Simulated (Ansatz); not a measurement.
Na3Cl, space group P4/mmm, a phonon calculation by finite displacements

Computed with Ansatz's Python interface.

Notebook, run cell by cell (the value of a cell's last expression is shown):

```python
from pathlib import Path

import ansatz as az
import numpy as np
```

```python
vectors = np.array([
    [3.48641635, 0.0, 0.0],
    [0.0, 3.48641635, 0.0],
    [0.0, 0.0, 9.48696523],
])
structure = (
    az.Lattice.of(vectors)
    .atom("Na", (0.0, 0.0, 0.5))
    .atom("Na", (0.5, 0.5, 0.82566702))
    .atom("Na", (0.5, 0.5, 0.17433298))
    .atom("Cl", (0.0, 0.0, 0.0))
)
```

```python
structure.resolved().sites[-1]
```

    Site(symbol='Cl', position=(0.0, 0.0, 0.0), moment=None, axis=None, held=None, saved=None)

```python
setup = (
    structure.calculation()
    .functional("lda")
    .pseudopotentials("paw")
    .basis(20 * az.Ry)
    .occupations("methfessel_paxton", width=0.3)
    .scf(max_iterations=60)
    .kpoints(8, 8, 3)
    .phonons("fd", supercell=1)
)
res = setup.run(threads=1, runs_dir="out")
folder = Path(res.output_folder) / "results"
ph = res.phonons
```

    DeckWarning: basis.ecutwfc = 272.11386245988 eV is below the records' recommended 420 eV, and the density's cutoff is lower with it unless basis.ecutrho_ratio is high enough to keep the records' density cutoff: compare with a run at a higher cutoff

```python
for mode, w in enumerate(ph.gamma_omega_inv_cm, start=1):
    print(f"Gamma mode {mode:2d}: {w:8.1f} 1/cm  {w / 33.35641:7.3f} THz")
print(f"{ph.n_members} displaced supercells, sum-rule residual {ph.asr_residual_pre_ev_ang2:.1e} eV/A^2")
optical = np.sort(ph.gamma_omega_inv_cm)
print("imaginary modes at Gamma:", int((optical < -10).sum()), "- highest mode", round(float(optical[-1]), 1), "1/cm")
```

    Gamma mode  1:      0.0 1/cm    0.000 THz
    Gamma mode  2:      0.0 1/cm    0.000 THz
    Gamma mode  3:      0.0 1/cm    0.000 THz
    Gamma mode  4:     45.8 1/cm    1.373 THz
    Gamma mode  5:     45.8 1/cm    1.373 THz
    Gamma mode  6:     45.9 1/cm    1.376 THz
    Gamma mode  7:     45.9 1/cm    1.376 THz
    Gamma mode  8:     70.7 1/cm    2.120 THz
    Gamma mode  9:     71.6 1/cm    2.147 THz
    Gamma mode 10:     71.6 1/cm    2.147 THz
    Gamma mode 11:     94.1 1/cm    2.822 THz
    Gamma mode 12:    177.0 1/cm    5.305 THz
    4 displaced supercells, sum-rule residual 6.0e-04 eV/A^2
    imaginary modes at Gamma: 0 - highest mode 177.0 1/cm

What to keep in mind:
- These settings explore the input space; cutoff and mesh may be short of convergence.
- The cutoff lies under the one recommended for these potentials.
- The cell isn't relaxed first, so the values belong to this volume.
- The mesh is modest for a metal, so energies can be off by several to tens of meV an atom and pressures by half a GPa or more; differences at equal mesh fare better.
- The structure comes from a database of computed cells and needn't be a stable or known phase.
- Warnings are shown shortened and without file and line.
- The structure is taken as given and the supercell is small; imaginary modes can come from an unrelaxed or unstable start. Phonons of metals also depend on mesh and smearing.
- Timing: 27 s on 1 thread of Arm Neoverse V2 (shared host), peak memory 0.45 GiB.
